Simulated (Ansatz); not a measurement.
# LuBi2ClO4: the cost of one run

Computed with Ansatz 0.2.0, driven from Python. Level of theory: DFT PBEsol, plane waves, PAW.

**1. Starting point**

The structure is tetragonal, space group P4/mmm (No. 123). The conventional cell has a = 3.823 Å, b = 3.823 Å, c = 8.856 Å, α = 90.00°, β = 90.00°, γ = 90.00°. Around Lu (site symmetry 4/mmm) lie 8 O at 2.34 Å. Bi (site symmetry 4mm) is surrounded by 4 O at 2.23 Å. Cl (site symmetry 4/mmm) is surrounded by 8 Bi at 3.33 Å. O (site symmetry 2mm) has 2 Bi at 2.23 Å and 2 Lu at 2.34 Å as nearest neighbours.

No structure file is read: the coordinates are typed or built in the script.

**2. The script**

Input file lubi2clo4.py:

```python
import ansatz as az
import numpy as np


def main() -> None:
    lattice = az.Lattice.of(
        (3.8232, 0.0, 0.0),
        (0.0, 3.8232, 0.0),
        (0.0, 0.0, 8.856),
    )
    sites = [
        ("Lu", (0.0, 0.0, 0.0)),
        ("Bi", (0.5, 0.5, 0.7193)),
        ("Bi", (0.5, 0.5, 0.2807)),
        ("Cl", (0.0, 0.0, 0.5)),
        ("O", (0.5, 0.0, 0.848)),
        ("O", (0.0, 0.5, 0.848)),
        ("O", (0.5, 0.0, 0.152)),
        ("O", (0.0, 0.5, 0.152)),
    ]
    crystal = az.Crystal(lattice=lattice)
    for symbol, position in sites:
        crystal = crystal.atom(symbol, position)

    calculation = (
        crystal.calculation()
        .functional("pbesol")
        .basis(550)
        .kpoints(5, 5, 2)
        .occupations("Fixed")
        .scf(extra_bands=22)
        .density_of_states(projected=True, energy_step=0.05)
    )
    res = calculation.run()
    summary = res.report

    dos = res.density_of_states()
    energy = np.asarray(dos.energies_ev) - dos.fermi_ev
    curves = {}
    for site in res.projected_density_of_states().sites:
        for shell in site.shells:
            weight = sum(np.sum(curve.g_bin_mean_per_ev, axis=0) for curve in shell.curves)
            name = f"{site.species} {shell.label}"
            curves[name] = curves.get(name, 0) + weight

    print("E-EF   " + " ".join(f"{name:>8s}" for name in curves))
    for e in np.arange(-6, 6 + 0.1, 0.5):
        print(f"{e:5.1f}  " + " ".join(f"{np.interp(e, energy, g):8.3f}" for g in curves.values()))


if __name__ == "__main__":
    main()
```

**3. The input behind the calls**

The package turns the script's settings into the engine's input:

```yaml
crystal:
  lattice:
    - [3.8232, 0.0, 0.0]
    - [0.0, 3.8232, 0.0]
    - [0.0, 0.0, 8.856]
  atoms:
    - { symbol: Lu, position: [0.0, 0.0, 0.0] }
    - { symbol: Bi, position: [0.5, 0.5, 0.7193] }
    - { symbol: Bi, position: [0.5, 0.5, 0.2807] }
    - { symbol: Cl, position: [0.0, 0.0, 0.5] }
    - { symbol: O, position: [0.5, 0.0, 0.848] }
    - { symbol: O, position: [0.0, 0.5, 0.848] }
    - { symbol: O, position: [0.5, 0.0, 0.152] }
    - { symbol: O, position: [0.0, 0.5, 0.152] }
basis:
  ecutwfc: 550.0
kpoints:
  mp_grid:
    grid: [5, 5, 2]
hamiltonian:
  xc: pbesol
scf:
  n_extra_bands: 22
  occupations:
    method: fixed
output:
  dos:
    de: 0.05
    projected: true
```

**4. The run**

Command:

```bash
python lubi2clo4.py
```

**Question.** How long does this script take on 1 thread of Arm Neoverse V2, shared host, and how much memory does it need?

About 9.9 s, with a peak of 0.54 GiB.
